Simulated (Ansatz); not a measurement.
# H4InOSSi: the cost of one run

Method: functionals in def2-TZVPP, the program's frozen cores in correlated methods; program: Ansatz 0.2.0, Gaussian basis.

Levels to be run: PBE-D4, r2SCAN-D4, PBE0-D4, B3LYP-D4, ωB97X-V, ωB97M-V, B2PLYP; CCSD(T)/def2-TZVPP; MP2/def2-QZVPP; extrapolation to the limit.

### 1 The geometry

All runs share one geometry, relaxed beforehand with PBE0-D4 in a triple-zeta def2 set. In takes the def2 core potential; no spin-orbit term is included.

SMILES `[SiH3][O][In][SH]`, 8 atoms, charge 0, spin multiplicity 2.

Atoms are counted from 1 here; the program's logs count them from 0.

Bond lengths: Si1–O2 1.628 Å, Si1–H5 1.490 Å, Si1–H6 1.494 Å, Si1–H7 1.489 Å, O2–In3 2.001 Å, In3–S4 2.429 Å, S4–H8 1.347 Å. Angles: O2–Si1–H5 110.8°, O2–Si1–H6 111.7°, O2–Si1–H7 110.2°, H5–Si1–H6 107.7°, H5–Si1–H7 108.4°, H6–Si1–H7 107.9°, Si1–O2–In3 140.2°, O2–In3–S4 110.9°, In3–S4–H8 89.1°.

### 2 PBE-D4 (GGA)

The input, in.yaml:

```yaml
crystal:
  periodic: [false, false, false]
  atoms:
    - {symbol: Si, position_ang: [-0.136416, 0.759098, -1.442959]}
    - {symbol: O, position_ang: [0.032539, -0.006942, -0.016278]}
    - {symbol: In, position_ang: [-0.923702, -0.242231, 1.725363]}
    - {symbol: S, position_ang: [0.325039, -1.705722, 3.207779]}
    - {symbol: H, position_ang: [-0.392631, -0.216037, -2.539919]}
    - {symbol: H, position_ang: [-1.275137, 1.725920, -1.420028]}
    - {symbol: H, position_ang: [1.102263, 1.518678, -1.768363]}
    - {symbol: H, position_ang: [1.268044, -1.832764, 2.254416]}
basis:
  gaussian: {orbitals: def2-TZVPP}
magnetization: {spin_polarized: true, initial_magnetization: 1}
hamiltonian: {xc: pbe, dispersion: d4}
output: {forces: true, orbitals: {seedname: orbitals}}
```

The run is started by

```bash
ansatz run in.yaml --threads 2 --pin off --events-out ev --progress --plain --max-ram 22528MiB --backend cpu
```

What time and memory should one allow on 2 threads of AMD EPYC 7R13, shared host?

About 6 s, with a peak of 0.39 GiB.
